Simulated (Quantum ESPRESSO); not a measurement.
# TaF3: zone-centre phonons under several settings

```
CELL_PARAMETERS angstrom
3.90120 0.00000 0.00000
0.00000 3.90120 0.00000
0.00000 0.00000 3.90120
ATOMIC_POSITIONS crystal
Ta 0.00000 0.00000 0.00000
F 0.00000 0.00000 0.50000
F 0.00000 0.50000 0.00000
F 0.50000 0.00000 0.00000
```

All runs used Quantum ESPRESSO 7.5; potentials GBRV 1.5 PBEsol; k mesh 7 × 7 × 7; no spin polarisation; cutoff 762 eV; occupations cold, width 0.2 eV.

```csv
level,geometry,volume (Å³/atom),pressure (GPa),lowest optical mode without the field (cm⁻¹),highest optical mode without the field (cm⁻¹)
PBEsol,relaxed at 0 GPa,16.93,0.1,230,556
PBEsol,relaxed at 2 GPa,16.66,2.0,229,580
PBEsol,relaxed at 5 GPa,16.28,5.0,227,613
PBEsol,relaxed at 10 GPa,?,10.0,?,?
PBEsol,relaxed at 15 GPa,15.29,15.0,218,706
```

Q: What stands in the row left open?

A: Volume 15.75 Å³/atom; lowest optical mode without the field 222 cm⁻¹; highest optical mode without the field 662 cm⁻¹.

Caveats: the mesh is thin for the phonons of a metal; the cell is more than 3 GPa from zero pressure, which shifts response properties (some runs).

For the row left open. Caveat: the mesh is thin for the phonons of a metal; the cell is more than 3 GPa from zero pressure, which shifts response properties.
